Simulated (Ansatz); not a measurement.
# One shape, several levels: AsF3 (SMILES F[As](F)F)

We compute a comparison of 6 runs (B3LYP/STO-3G, PBE0/STO-3G, revPBE/STO-3G, CCSD/STO-3G, UCCSD(T)/STO-3G, FCI/STO-3G) of AsF3. 

The results are computed with Ansatz 0.2.0.

37 further runs of the same task are left out: 10 that didn't finish, 27 set aside as unsound or not needed.

## (1) The molecule

AsF3 has 4 atoms, charge 0, and is taken as a singlet. SMILES: `F[As](F)F`. The F4–As2 distance was set to 3.431 Å, away from the relaxed value. At this shape a bond of the SMILES string is far longer than usual.

Bond lengths: F1–As2 1.715 Å, As2–F3 1.715 Å. Angles: F1–As2–F3 95.9°.

## (2) A single-point energy at B3LYP/STO-3G (run 1)

File job.yaml:

```yaml
crystal:
  periodic: [false, false, false]
  atoms:
    - {symbol: F, position_ang: [-0.611665, -0.989269, 2.361328]}
    - {symbol: As, position_ang: [-0.627745, -1.842099, 0.873048]}
    - {symbol: F, position_ang: [1.038175, -2.250789, 0.885938]}
    - {symbol: F, position_ang: [-0.296160, 0.927580, -1.124280]}
basis:
  gaussian: {orbitals: STO-3G}
accuracy: high
hamiltonian: {xc: {name: B3LYP}}
total_charge: 0
```

Command:

```
ansatz run job.yaml --threads 1 --pin off --max-ram 3480MiB --events-out events.jsonl --progress --plain --runs-dir runs
```

Output:

```text
Warning: RAYON_NUM_THREADS=1 ignored (pool sized by the plan → 1); use --threads N
Functional definition: B3LYP
  name "B3LYP"
  parameter a0 = 0.2
  parameter ax = 0.72
  parameter ac = 0.81
  exchange = (1 - a0 - ax)*slater_x + ax*b88_x + a0*exact_x
  correlation = (1 - ac)*vwn_rpa_c + ac*lyp_c
505 factors; integrals over basis functions are off by at most 4.5e-8 eV
mean field evaluation 1: about -68168.5046 eV, gradient 1.9e1 eV
mean field evaluation 2: about -67811.1469 eV, gradient 1.3e1 eV
mean field evaluation 4: about -68166.2815 eV, gradient 3.0e1 eV
mean field evaluation 8: about -68178.6521 eV, gradient 1.0e-1 eV
mean field evaluation 16: about -68174.2520 eV, gradient 2.6e1 eV
mean field -68178.66164726 eV, -2505.5196023803 hartree, gradient 1.0e-8 eV, S^2 0.000000; 2 other end points of the search recorded, 0 dependent functions left out
reference -68178.66166908 eV, -2505.5196031819 hartree; 30, 30 occupied and 3, 3 virtual orbitals, 505 factors
Total energy: -68178.66166908 eV, -2505.5196031819 hartree
```

It took 1.8 s on 1 thread of Arm Neoverse V2, shared host; peak memory 0.11 GiB.

## (3) A single-point energy at PBE0/STO-3G (run 2)

File in.yaml:

```yaml
crystal:
  periodic: [false, false, false]
  atoms:
    - {symbol: F, position_ang: [-0.611665, -0.989269, 2.361328]}
    - {symbol: As, position_ang: [-0.627745, -1.842099, 0.873048]}
    - {symbol: F, position_ang: [1.038175, -2.250789, 0.885938]}
    - {symbol: F, position_ang: [-0.296160, 0.927580, -1.124280]}
basis:
  gaussian: {orbitals: STO-3G}
hamiltonian: {xc: {name: PBE0}}
accuracy: high
```

Command:

```
ansatz run in.yaml --threads 1 --pin off --max-ram 3480MiB --events-out events.jsonl --progress --plain --runs-dir runs
```

Output:

```text
Warning: RAYON_NUM_THREADS=1 ignored (pool sized by the plan → 1); use --threads N
Functional definition: PBE0
  name "PBE0"
  parameter a = 0.25
  parameter kappa = 0.804
  parameter beta = 0.06672455060314922
  exchange = (1 - a)*pbe_x(kappa = kappa, mu = beta*pi^2/3) + a*exact_x
  correlation = pbe_c(beta = beta)
505 factors; integrals over basis functions are off by at most 4.5e-8 eV
mean field evaluation 1: about -68157.2264 eV, gradient 1.9e1 eV
mean field evaluation 2: about -67801.1343 eV, gradient 1.3e1 eV
mean field evaluation 4: about -68155.6587 eV, gradient 2.7e1 eV
mean field evaluation 8: about -68167.1900 eV, gradient 7.9e-2 eV
mean field evaluation 16: about -68162.8768 eV, gradient 2.6e1 eV
mean field evaluation 32: about -68162.8740 eV, gradient 2.6e1 eV
mean field -68167.21032287 eV, -2505.0987739709 hartree, gradient 1.3e-8 eV, S^2 0.000000; 4 other end points of the search recorded, 0 dependent functions left out
reference -68167.21032379 eV, -2505.0987740047 hartree; 30, 30 occupied and 3, 3 virtual orbitals, 505 factors
Total energy: -68167.21032379 eV, -2505.0987740047 hartree
```

It took 2.2 s on 1 thread of Arm Neoverse V2, shared host; peak memory 0.11 GiB.

Runs 3 to 5 aren't shown in full; the table further down has their settings and results.

## (4) The energy at FCI/STO-3G (run 6)

File input.yaml:

```yaml
crystal:
  periodic: [false, false, false]
  atoms:
    - {symbol: F, position_ang: [-0.611665, -0.989269, 2.361328]}
    - {symbol: As, position_ang: [-0.627745, -1.842099, 0.873048]}
    - {symbol: F, position_ang: [1.038175, -2.250789, 0.885938]}
    - {symbol: F, position_ang: [-0.296160, 0.927580, -1.124280]}
basis:
  gaussian:
    orbitals: STO-3G
magnetization:
  spin_polarized: false
correlation:
  method: fci
  frozen_orbitals: {As: 9, F: 1}
accuracy: high
```

Command:

```
ansatz run input.yaml --threads 1 --pin off --max-ram 3480MiB --events-out events.jsonl --progress --plain --runs-dir runs
```

Output:

```text
Warning: RAYON_NUM_THREADS=1 ignored (pool sized by the plan → 1); use --threads N
Functional definition: HF
  name "HF"
  exchange = exact_x
  correlation = 0
505 factors; integrals over basis functions are off by at most 4.5e-8 eV
mean field evaluation 1: about -68103.9302 eV, gradient 2.3e1 eV
mean field evaluation 2: about -68104.0081 eV, gradient 2.3e1 eV
mean field evaluation 4: about -68106.4416 eV, gradient 8.0e0 eV
mean field evaluation 8: about -68107.3731 eV, gradient 8.6e0 eV
mean field evaluation 16: about -68112.0874 eV, gradient 4.4e-1 eV
mean field evaluation 32: about -68109.0877 eV, gradient 1.7e1 eV
mean field -68112.12343597 eV, -2503.0743682163 hartree, gradient 1.2e-8 eV, S^2 0.000000; 3 other end points of the search recorded, 0 dependent functions left out; unrestricted orbitals would lower it
mean field evaluation 64: about -68118.7792 eV, gradient 3.5e-4 eV
unrestricted determinant -68118.77922235 eV, -2503.3189638546 hartree, S^2 1.0050
12 core orbitals not correlated: weight in the atoms' cores, before any rotation towards them, 1.000 or more for the frozen orbitals, at most 0.000 for the correlated occupied ones
reference -68112.12343597 eV, -2503.0743682163 hartree; 18, 18 occupied and 3, 3 virtual orbitals, 505 factors
state -68121.06106829 eV, -2503.4028201462 hartree
Total energy: -68121.06106829 eV, -2503.4028201462 hartree
```

Run time: 14 s. Hardware: 1 thread of Arm Neoverse V2, shared host; peak memory 0.32 GiB.

## (5) The series

| run | level | frozen core orbitals | energy (Eh) | wall time |
| --- | --- | --- | --- | --- |
| 1 | B3LYP/STO-3G | – | -2505.519603 | 1.8 s |
| 2 | PBE0/STO-3G | – | -2505.098774 | 2.2 s |
| 3 | revPBE/STO-3G | – | -2505.306989 | 2 s |
| 4 | CCSD/STO-3G | 12 | -2503.385771 | 0.96 s |
| 5 | UCCSD(T)/STO-3G | 12 | -2503.400657 | 6.9 s |
| 6 | FCI/STO-3G | 12 | -2503.402820 | 14 s |

## (6) What came out

```
                                           quantity           value
                                run 6: total energy  -2503.40282 Eh
run 6: correlation energy (12 core orbitals frozen)      -328.5 mEh
```

In words: Against full CI in this basis: CCSD +17.0 mEh; UCCSD(T) +2.2 mEh. Totals of different functionals can't be ranked against each other. In run 4 the T1 diagnostic is large, so a single reference may not serve. In run 4 the log says that unrestricted orbitals would lower the reference, so the values rest on an unstable closed-shell determinant (other closed-shell runs at this shape may share the fault). In runs 1, 2, 3, 4, 5, 6 the basis is minimal, so the values are rough. In runs 1, 2, 3, 4 a closed-shell determinant meets a far-stretched bond, which it describes badly. Spin contamination of the reference: run 5 ⟨S²⟩ = 1.01. Where it is this large, the reference is a mixture of spin states, and values that rest on it are in doubt. All runs together took 28 s, the longest 14 s.
